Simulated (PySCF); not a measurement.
# C2H10BN: the cost of one run

The runs use PySCF 2.14.0, with density-fitted response routines of our own; the level of theory stands in each step. All values are computed, except where a source is named. Atoms count from 0, in the outputs and in this text.

## 1. The molecule as given

14 atoms, charge 0, multiplicity 1; geometry from: PBE0-D3(BJ)/def2-SVP.

Bonds of the start (Å): B0–N1 1.63, N1–C2 1.47, C2–C3 1.51, B0–H4 1.23, B0–H5 1.23, B0–H6 1.23, N1–H7 1.02, N1–H8 1.02, C2–H9 1.10, C2–H10 1.10, C3–H11 1.10, C3–H12 1.10, C3–H13 1.10.

## 2. Nuclear shieldings: HF/pcSseg-2

What the job is given:

```
{"job": {"kind": "nmr", "xc": "HF", "basis": "pcSseg-2", "pop": false}, "charge": 0, "multiplicity": 1}
B      2.044149    -0.388998    -0.051332
N      0.531644     0.116346    -0.371079
C     -0.515612    -0.457996     0.487544
C     -1.905739     0.048508     0.164790
H      2.761521     0.194282    -0.856337
H      2.029765    -1.603935    -0.216003
H      2.265260    -0.065513     1.110801
H      0.516174     1.135823    -0.300654
H      0.330166    -0.095162    -1.350285
H     -0.444267    -1.549847     0.379182
H     -0.228946    -0.230719     1.524445
H     -1.979893     1.141332     0.285626
H     -2.644940    -0.407450     0.839251
H     -2.202387    -0.201954    -0.866535
```

With the program's defaults for keys left out, this is: GIAO HF/pcSseg-2 NMR shielding, non-relativistic, gas phase.

On the command line:

```bash
$ OMP_NUM_THREADS=1 python probes_run.py task.json out
```

The driver reads the jobs from task.json and runs them one after another.

Q: Estimate the wall time and peak memory of this first job on 1 thread of Arm Neoverse V2, shared host.

About 14 s, with a peak of 1.1 GiB.
